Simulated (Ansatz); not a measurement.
# Hf: a line through an energy map

Aim: follow the energy of Hf (Fm-3m, No. 225; 1 atom in the cell) along one coordinate, volume per atom, with the other held at c/a of the conventional cell = 0.734.

Computed with Ansatz 0.2.0 (DFT LDA, scalar-relativistic, plane waves, PAW, unless a step's input says otherwise).

28 further runs of the same task are left out: 28 set aside as unsound or not needed.

## (1) The structure to begin with

It takes space group Fm-3m (No. 225, cubic). Conventional cell: a = 4.360 Å, b = 4.360 Å, c = 4.360 Å, α = 90.00°, β = 90.00°, γ = 90.00°. Around Hf (site symmetry m-3m) lie 12 Hf at 3.08 Å.

Coordinates:

```
CELL_PARAMETERS angstrom
0.00000 2.17994 2.17994
2.17994 0.00000 2.17994
2.17994 2.17994 0.00000
ATOMIC_POSITIONS crystal
Hf 0.00000 0.00000 0.00000
```

It is the result of an earlier relaxation at this level (volume 20.72 Å³/atom; gap on the mesh: none (metal)).

## (2) What is varied

The energy is mapped over volume and the cell's shape.

- volume per atom: 7 values from 18.23 to 23.20 Å³
- c/a of the conventional cell: 9 values from 0.629 to 1.167

Nothing else is relaxed (symmetry fixes all fractional coordinates). Energies count from the relaxed crystal. Points are written as (first, second).

## (3) Grid point (18.23 Å³, 0.734)

The input, input.yaml:

```yaml
crystal:
  lattice:
    - [0.0, 2.3155359926, 1.7002980793]
    - [2.3155359926, 0.0, 1.7002980793]
    - [2.3155359926, 2.3155359926, 0.0]
  atoms:
    - { symbol: Hf, position: [0.0, 0.0, 0.0] }
basis:
  ecutwfc: 420
kpoints:
  mp_grid: { grid: [20, 20, 20] }
hamiltonian:
  xc: lda
scf:
  occupations: { method: gaussian, width: 0.15 }
output:
  forces: true
  stress: true
  eigenvalues: true
```

Launch:

```sh
ansatz run input.yaml --threads 1 --pin off --max-ram 2048MiB --backend cpu --events-out ev --progress --plain --runs-dir out
```

Further runs follow: the other points of the line.

**Question.** What will these runs give? Wanted: for each run, volume per atom; energy; slope; pressure.

**Answer**, as computed:

```
volume per atom (Å³)  step  energy (meV/atom)  slope (meV/atom per Å³)  pressure (GPa)
               18.23     3                175                      −96            15.4
               19.06     4                113                      −54             8.7
               19.89     5                 83                      −19             3.1
               20.72     6                 80                       10            −1.6
               21.55     7                 99                       35            −5.5
               22.38     8                136                       55            −8.9
               23.20     –                189                       73           −11.6
```

Energies count from the relaxed crystal. Rows without a step come from runs not printed here or follow by symmetry. Slopes come from the forces (and the stress, where the cell changes), not from differences of energies.

**Reading.** The lowest point of the line is at 20.72 Å³, 80 meV/atom from the zero. A fit to energies and slopes at the lowest point and its two neighbours puts the minimum at 20.416 Å³, with a curvature of about 34 meV/atom per (Å³)². V·d²E/dV² there is about 110 GPa, a bulk modulus under this line's constraint. The highest point computed, at 23.20 Å³, lies 109 meV/atom above the lowest. This is one cut through a surface in two coordinates; the map's lowest point lies off it. Spin-orbit coupling is left out for Hf.
